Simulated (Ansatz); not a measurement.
**CH4BClSn: a ladder of functionals and wavefunction methods**

How much do the methods differ for CH4BClSn? The plan is to run it at one geometry with functionals of several rungs and with coupled cluster, and see how far each lands from CCSD(T) at the basis-set limit for the atomisation energy.

Program: Ansatz 0.2.0, Gaussian basis. Level of theory: functionals in def2-TZVPP, the program's frozen cores in correlated methods. These are calculated values, not measurements.

The runs, in order: LDA (SPW92), PBE-D4, revPBE-D4, BLYP-D4, r2SCAN-D4, B97M-V, PBE0-D4, B3LYP-D4, r2SCANh-D4, r2SCAN0-D4, HSE06-D4, BHLYP-D4, CAM-B3LYP-D4, LC-ωPBE, ωB97X-V, ωB97M-V, B2PLYP, PBE-QIDH; CCSD(T)/def2-SVP; CCSD(T)/def2-TZVPP; MP2/def2-QZVPP; extrapolation to the limit; RPA on PBE.

## Step 1: The relaxed structure

The geometry comes from an earlier relaxation with PBE0-D4 in a triple-zeta def2 set; it is a stationary point, not always the lowest conformer. Sn takes the def2 core potential; no spin-orbit term is included.

8 atoms, charge 0, spin multiplicity 1.

Atoms are counted from 1 here; the program's logs count them from 0.

Bond lengths: Cl1–Sn2 2.629 Å, Cl1–B3 1.985 Å, Sn2–B3 2.396 Å, Sn2–C4 2.183 Å, Sn2–H5 2.063 Å, B3–C4 1.581 Å, B3–H5 1.322 Å, B3–H6 1.197 Å, C4–H7 1.092 Å, C4–H8 1.087 Å. Angles: Sn2–Cl1–B3 60.7°, Cl1–Sn2–B3 46.2°, Cl1–Sn2–C4 70.2°, Cl1–Sn2–H5 63.8°, B3–Sn2–C4 40.0°, B3–Sn2–H5 33.4°, C4–Sn2–H5 67.4°, Cl1–B3–Sn2 73.1°, Cl1–B3–C4 102.4°, Cl1–B3–H5 97.5°, Cl1–B3–H6 111.5°, Sn2–B3–C4 62.7°, Sn2–B3–H5 59.3°, Sn2–B3–H6 162.1°, C4–B3–H5 108.4°, C4–B3–H6 129.8°, H5–B3–H6 102.8°, Sn2–C4–B3 77.3° and more.

## Step 2: LDA

This LDA is Slater exchange with PW92 correlation.

in.yaml reads:

```yaml
crystal:
  periodic: [false, false, false]
  atoms:
    - {symbol: Cl, position_ang: [-1.567472, 1.298925, -0.103281]}
    - {symbol: Sn, position_ang: [0.040301, 0.220533, -1.881263]}
    - {symbol: B, position_ang: [0.143640, 0.492025, 0.497205]}
    - {symbol: C, position_ang: [0.036625, -0.983127, -0.060365]}
    - {symbol: H, position_ang: [0.946843, 1.179670, -0.295581]}
    - {symbol: H, position_ang: [0.451985, 0.878538, 1.587255]}
    - {symbol: H, position_ang: [0.920354, -1.613009, 0.058120]}
    - {symbol: H, position_ang: [-0.880174, -1.530553, 0.142011]}
basis:
  gaussian: {orbitals: def2-TZVPP}
hamiltonian: {xc: lda}
output: {orbitals: {seedname: orbitals}}
```

Launch:

```sh
$ ansatz run in.yaml --threads 2 --pin off --events-out ev --progress --plain --max-ram 4352MiB
```

The runs that follow: PBE-D4 (GGA); revPBE-D4 (GGA); BLYP-D4 (GGA); r2SCAN-D4 (meta-GGA); B97M-V (meta-GGA); B3LYP-D4 (hybrid); r2SCANh-D4 (hybrid); r2SCAN0-D4 (hybrid); HSE06-D4 (hybrid); BHLYP-D4 (hybrid); CAM-B3LYP-D4 (range-separated); LC-ωPBE (range-separated); ωB97X-V (range-separated); ωB97M-V (range-separated); B2PLYP (double hybrid); PBE-QIDH (double hybrid); CCSD(T) in def2-SVP; CCSD(T) in def2-TZVPP; MP2 in def2-QZVPP; RPA on PBE orbitals.

Q: Predict the results of all the runs planned. Wanted: atomisation energy, CCSD(T)/CBS; farthest beyond LDA; mean size of error, GGA; mean size of error, meta-GGA; mean size of error, hybrid; mean size of error, range-separated; mean size of error, double hybrid; gap, smallest and largest; T1 diagnostic.

As calculated:

```
                               quantity                                                                                                                         value
        atomisation energy, CCSD(T)/CBS                                                                                                                     27.612 eV
    functionals within 0.276 eV (1.0 %)  revPBE-D4, BLYP-D4, r2SCAN-D4, PBE0-D4, B3LYP-D4, r2SCANh-D4, r2SCAN0-D4, HSE06-D4, CAM-B3LYP-D4, ωB97X-V, ωB97M-V, PBE-QIDH
                    farthest beyond LDA                                                                                                          BHLYP-D4 (-0.858 eV)
                mean size of error, GGA                                                                                                                      0.309 eV
           mean size of error, meta-GGA                                                                                                                      0.269 eV
             mean size of error, hybrid                                                                                                                      0.266 eV
    mean size of error, range-separated                                                                                                                      0.130 eV
      mean size of error, double hybrid                                                                                                                      0.265 eV
              gap, smallest and largest                                                                                          2.66 eV (BLYP-D4), 8.88 eV (LC-ωPBE)
                          T1 diagnostic                                                                                                                        0.0148
triples share of the correlation energy                                                                                                                         4.0 %
```

In words: LDA overbinds by 4.110 eV (15 %). PBE-D4 misses by +0.607 eV. Double hybrids carry the basis error of their MP2 part in triple zeta, and no dispersion term here, so their miss is partly the set-up's. The rungs range-separated, double hybrid, hybrid, meta-GGA miss on average by less than the doubt on the reference (0.276 eV), so they tie. Misses under about 0.276 eV are within the doubt on the reference itself, which lacks core-valence correlation, spin-orbit coupling and higher excitations, and its outer-core shells are covered unevenly. All levels share the lack of spin-orbit coupling, which lowers the free heavy atoms and so the true binding. Hartree-Fock recovers 72 % of the binding; the rest is correlation. CCSD(T) in def2-SVP is off by -1.778 eV, more than most functionals: a good method in a small basis is no reference. Orbital gaps span 2.7 to 8.9 eV; exact exchange widens them. Correlated methods include outer-core shells of Sn, which these sets cover unevenly.
